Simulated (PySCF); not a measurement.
# C4H8GeSSi: runs on many settings

Which settings matter for C4H8GeSSi (`[GeH3][SiH2]c1cccs1`), and how do bad ones show?

Programs: PySCF 2.14.0, with density-fitted response routines of our own. Each step states its level of theory. These are calculated values for one molecule, in the gas phase or a continuum, unless marked as measured. Atoms count from 0, in the outputs and in this text.

## 1. Starting geometry

15 atoms, charge 0, multiplicity 1; geometry from: GFN2-xTB.

Bonds of the start (Å): Ge0–Si1 2.34, Si1–C2 1.87, C2–C3 1.36, C3–C4 1.41, C4–C5 1.36, C5–S6 1.72, S6–C2 1.74, Ge0–H7 1.50, Ge0–H8 1.50, Ge0–H9 1.50, Si1–H10 1.47, Si1–H11 1.47, C3–H12 1.08, C4–H13 1.08, C5–H14 1.07.

## 2. Shielding tensors: PBE0/pcSseg-1

The job: settings as JSON, then the geometry in Å.

```
{"job": {"kind": "nmr", "xc": "PBE0", "basis": "pcSseg-1"}, "charge": 0, "multiplicity": 1}
Ge    -2.786988     0.493446    -0.302020
Si    -1.219789    -1.071084     0.454695
C      0.498666    -0.342756     0.306074
C      1.506606    -0.665424    -0.554380
C      2.658489     0.135770    -0.407531
C      2.516140     1.069402     0.567708
S      0.975432     0.982610     1.320086
H     -2.553460     1.012224    -1.690486
H     -2.894411     1.743533     0.518595
H     -4.199668    -0.008946    -0.357043
H     -1.235265    -2.291400    -0.357728
H     -1.460884    -1.419100     1.859204
H      1.421186    -1.459948    -1.274627
H      3.548368     0.022761    -1.001142
H      3.221164     1.806902     0.896682
```

With the program's defaults for keys left out, this is: GIAO PBE0/pcSseg-1 NMR shielding, non-relativistic, gas phase.

Started as:

```bash
$ OMP_NUM_THREADS=1 python probes_run.py task.json out
```

This one command runs all jobs of the session in turn.

The program printed:

```text
coarse grid: 60640 points
cycle   1  E = -2920.8705169125  dE =  3.265e-01  |g| = 8.722e-01  |ddm| = 3.910e+00
cycle   2  E = -2920.8322174085  dE =  3.830e-02  |g| = 8.951e-01  |ddm| = 1.030e+00
cycle   3  E = -2920.9230770827  dE = -9.086e-02  |g| = 1.664e-01  |ddm| = 8.005e-01
cycle   4  E = -2920.9297017675  dE = -6.625e-03  |g| = 7.352e-02  |ddm| = 2.783e-01
cycle   5  E = -2920.9309920254  dE = -1.290e-03  |g| = 9.628e-03  |ddm| = 8.013e-02
cycle   6  E = -2920.9310107708  dE = -1.875e-05  |g| = 4.502e-03  |ddm| = 1.395e-02
cycle   7  E = -2920.9310154477  dE = -4.677e-06  |g| = 1.083e-03  |ddm| = 4.633e-03
final grid: 124520 points
cycle   8  E = -2920.9309920035  dE =  7.512e-07  |g| = 2.017e-03  |ddm| = 3.369e-03
cycle   9  E = -2920.9309885822  dE =  3.421e-06  |g| = 4.061e-03  |ddm| = 5.819e-03
cycle  10  E = -2920.9309931047  dE = -4.523e-06  |g| = 1.756e-04  |ddm| = 3.927e-03
cycle  11  E = -2920.9309931100  dE = -5.269e-09  |g| = 2.450e-05  |ddm| = 1.643e-04
cycle  12  E = -2920.9309931101  dE = -9.595e-11  |g| = 3.656e-06  |ddm| = 3.119e-05
converged SCF energy = -2920.9309931101

GIAO shielding tensors (ppm)
atom      isotropic    diamagn.    paramagn.     s11        s22        s33       span
  0 Ge    1699.394    2756.980   -1057.585   1672.224   1682.605   1743.354     71.130
  1 Si     423.949     880.289    -456.340    397.682    412.407    461.758     64.075
  2 C       48.889     263.104    -214.216    -28.912     23.933    151.645    180.557
  3 C       45.510     250.512    -205.003    -42.777     37.866    141.440    184.217
  4 C       55.067     254.482    -199.415    -25.907     40.903    150.205    176.112
  5 C       43.475     263.054    -219.579    -49.143     37.181    142.388    191.532
  6 S      238.631    1057.847    -819.216     69.101    263.892    382.900    313.799
  7 H       28.685      29.733      -1.048     22.001     23.840     40.213     18.212
  8 H       28.488      29.462      -0.974     21.393     23.965     40.106     18.712
  9 H       28.569      28.588      -0.019     21.876     22.344     41.488     19.612
 10 H       26.823      28.619      -1.796     22.445     25.721     32.302      9.857
 11 H       26.729      27.941      -1.212     22.922     25.137     32.129      9.207
 12 H       24.233      32.046      -7.813     20.685     23.669     28.346      7.661
 13 H       24.445      30.121      -5.677     21.278     24.792     27.265      5.987
 14 H       24.083      30.869      -6.786     21.321     23.514     27.412      6.091
```

Run time: 51 s. Hardware: 1 thread of Intel Xeon at 2.70GHz, shared host; peak memory 0.84 GiB.

Shifts follow as δ = σ(reference) − σ, with reference shieldings (ppm) from runs at the same level and on the same kind of geometry: 1H TMS 31.72, 13C TMS 186.9, 29Si TMS 349.2, 33S CS2 504, 73Ge GeMe4 1331. The references are single molecules in the gas phase. Atoms listed in one row are averaged.

| atoms | environment | σ (ppm) | δ (ppm) |
| --- | --- | --- | --- |
| C5 | aromatic CH next to the ring sulfur | 43.5 | 143.4 |
| C3 | aromatic CH | 45.5 | 141.4 |
| C2 | substituted aromatic carbon next to the ring sulfur | 48.9 | 138.0 |
| C4 | aromatic CH | 55.1 | 131.9 |
| H14 | hydrogen on an aromatic CH next to the ring sulfur | 24.08 | 7.63 |
| H12 | hydrogen on an aromatic CH | 24.23 | 7.48 |
| H13 | hydrogen on an aromatic CH | 24.44 | 7.27 |
| H10, H11 | hydrogen on a silicon bonded to C, Ge | 26.78 | 4.94 |
| H7, H8, H9 | hydrogen on a germanium bonded to Si | 28.58 | 3.14 |
| Ge0 | germanium bonded to Si, 3 H | 1699 | -368 |
| Si1 | silicon bonded to C, Ge, 2 H | 423.9 | -74.8 |
| S6 | aromatic ring sulfur | 239 | 265 |

Charges from the same density, by scheme (e):

| atoms | Mulliken | IAO | Hirshfeld | ESP fit |
| --- | --- | --- | --- | --- |
| Ge0 | -0.18 | 0.17 | 0.19 | 0.13 |
| Si1 | 0.64 | 0.50 | 0.24 | 0.23 |
| C2 | -0.58 | -0.43 | -0.13 | -0.21 |
| C3 | -0.04 | -0.17 | -0.07 | 0.02 |
| C4 | -0.05 | -0.19 | -0.07 | -0.31 |
| C5 | -0.27 | -0.31 | -0.08 | -0.17 |
| S6 | 0.27 | 0.34 | 0.11 | 0.04 |

Mayer bond orders: Ge0–Si1 0.89, Si1–C2 0.83, C2–C3 1.58, C3–C4 1.28, C4–C5 1.58, C5–S6 1.19, S6–C2 1.15.

Ring of atoms C2, C3, C4, C5, S6: NICS(0) -12.3, NICS(1) -11.6, NICS(1)zz -27.7 ppm (means of both faces).

## 3. Excited states and response: PBE0/def2-SVPD

Same as in step 2 but for these lines:

```diff
@@ -1,2 +1,2 @@
-{"job": {"kind": "nmr", "xc": "PBE0", "basis": "pcSseg-1"}, "charge": 0, "multiplicity": 1}
+{"job": {"kind": "uv", "xc": "PBE0", "basis": "def2-SVPD", "nstates": 6, "ntriplets": 2}, "charge": 0, "multiplicity": 1}
 Ge    -2.786988     0.493446    -0.302020
```

With the program's defaults for keys left out, this is: TDDFT PBE0/def2-SVPD, vertical, gas phase, core orbitals frozen in the response.

The program printed:

```text
coarse grid: 60640 points
cycle   1  E = -2920.5871713035  dE =  3.487e-01  |g| = 4.509e-01  |ddm| = 6.575e+00
cycle   2  E = -2920.5550498234  dE =  3.212e-02  |g| = 5.647e-01  |ddm| = 1.823e+00
cycle   3  E = -2920.6207985419  dE = -6.575e-02  |g| = 1.076e-01  |ddm| = 1.451e+00
cycle   4  E = -2920.6241408842  dE = -3.342e-03  |g| = 3.075e-02  |ddm| = 3.601e-01
cycle   5  E = -2920.6243418071  dE = -2.009e-04  |g| = 9.306e-03  |ddm| = 9.177e-02
cycle   6  E = -2920.6243637355  dE = -2.193e-05  |g| = 3.403e-03  |ddm| = 2.979e-02
cycle   7  E = -2920.6243664730  dE = -2.737e-06  |g| = 8.123e-04  |ddm| = 8.169e-03
final grid: 124520 points
cycle   8  E = -2920.6243534414  dE =  4.985e-07  |g| = 1.630e-03  |ddm| = 9.863e-03
cycle   9  E = -2920.6243509929  dE =  2.449e-06  |g| = 3.360e-03  |ddm| = 1.092e-02
cycle  10  E = -2920.6243541941  dE = -3.201e-06  |g| = 9.568e-05  |ddm| = 7.330e-03
cycle  11  E = -2920.6243541966  dE = -2.431e-09  |g| = 1.522e-05  |ddm| = 2.204e-04
cycle  12  E = -2920.6243541966  dE = -4.820e-11  |g| = 7.297e-06  |ddm| = 5.884e-05
converged SCF energy = -2920.6243541966

Static polarisability (au): isotropic 123.533, principal 98.749 117.625 154.224

Singlet excitations
state   eV       nm        f      main configurations
  1   5.3733    230.7   0.22956   H->L 0.92
  2   5.6971    217.6   0.08037   H-1->L 0.80
  3   5.8596    211.6   0.00285   H->L+1 0.85
  4   6.1569    201.4   0.01304   H->L+2 0.72
  5   6.2194    199.4   0.00189   H-1->L+1 0.63, H-1->L+2 0.15, H-1->L+4 0.12
  6   6.4180    193.2   0.00691   H->L+4 0.84

Triplet excitations (Tamm-Dancoff, eV): 3.6507 4.4213
```

It took 62 s on 1 thread of Intel Xeon at 2.70GHz, shared host; peak memory 0.91 GiB.

The orbitals next to the gap, with their largest atomic shares:

| orbital | eV | atoms |
| --- | --- | --- |
| HOMO−3 | -9.27 | Ge0 33 %, H9 23 %, H7 13 % |
| HOMO−2 | -8.76 | Ge0 29 %, Si1 28 %, C2 10 % |
| HOMO−1 | -7.47 | S6 44 %, C3 20 %, C4 16 % |
| HOMO | -6.99 | C2 25 %, C5 24 %, C4 14 % |
| LUMO | -0.92 | C5 20 %, C2 19 %, S6 19 % |
| LUMO+1 | 0.03 | Si1 27 %, Ge0 17 %, S6 17 % |
| LUMO+2 | 0.24 | Ge0 26 %, Si1 21 %, S6 13 % |

With each of the 6 states as a Gaussian band of 0.4 eV half-width at 1/e, the curve within the window shown has maxima at 228 nm (ε 11,000) L/(mol cm). Beyond the last state computed it falls off for lack of states. The curve at chosen wavelengths:

(nm, ε (L/mol/cm)): (185, 255), (188, 419), (191, 624), (194, 871), (197, 1179), (200, 1592), (203, 2173), (206, 2982), (209, 4049), (212, 5355), (215, 6821), (218, 8310), (221, 9648), (224, 10656), (227, 11191), (230, 11179), (233, 10632), (236, 9641), (239, 8351), (242, 6924), (245, 5507), (248, 4212), (251, 3106), (254, 2212), (257, 1526), (260, 1022)

Further results of this job:

| property | computed |
| --- | --- |
| dipole moment (D) | 1.28 |
| polarisability (Å³) | 18.31 |
| HOMO–LUMO gap (eV) | 6.07 |
| −ε(HOMO) (eV) | 6.99 |

## 4. NMR shieldings: OLYP/cc-pVDZ

Same as in step 3 but for these lines:

```diff
@@ -1,2 +1,2 @@
-{"job": {"kind": "uv", "xc": "PBE0", "basis": "def2-SVPD", "nstates": 6, "ntriplets": 2}, "charge": 0, "multiplicity": 1}
+{"job": {"kind": "nmr", "xc": "OLYP", "basis": "cc-pVDZ", "pop": false, "scf": {"max_cycle": 3, "level_shift": 0.9}}, "charge": 0, "multiplicity": 1}
 Ge    -2.786988     0.493446    -0.302020
```

Level: GIAO OLYP/cc-pVDZ NMR shielding, non-relativistic, gas phase.

The program printed:

```text
final grid: 124520 points
cycle   1  E = -2922.2890179072  dE =  3.461e-01  |g| = 5.584e-01  |ddm| = 6.998e+00
cycle   2  E = -2922.3950094671  dE = -1.060e-01  |g| = 1.934e-01  |ddm| = 1.356e+00
cycle   3  E = -2922.4093809220  dE = -1.437e-02  |g| = 9.570e-02  |ddm| = 5.217e-01
SCF not converged, last energy = -2922.4093809220
```

It took 13 s on 1 thread of Intel Xeon at 2.70GHz, shared host; peak memory 0.5 GiB.

**What went wrong.** The cap of 3 cycles ended the SCF at a gradient of 9.6e-02. The remedy is to raise the cap. Numbers printed on the way are no properties of the molecule.

(Part 1 of 2 ends here.)
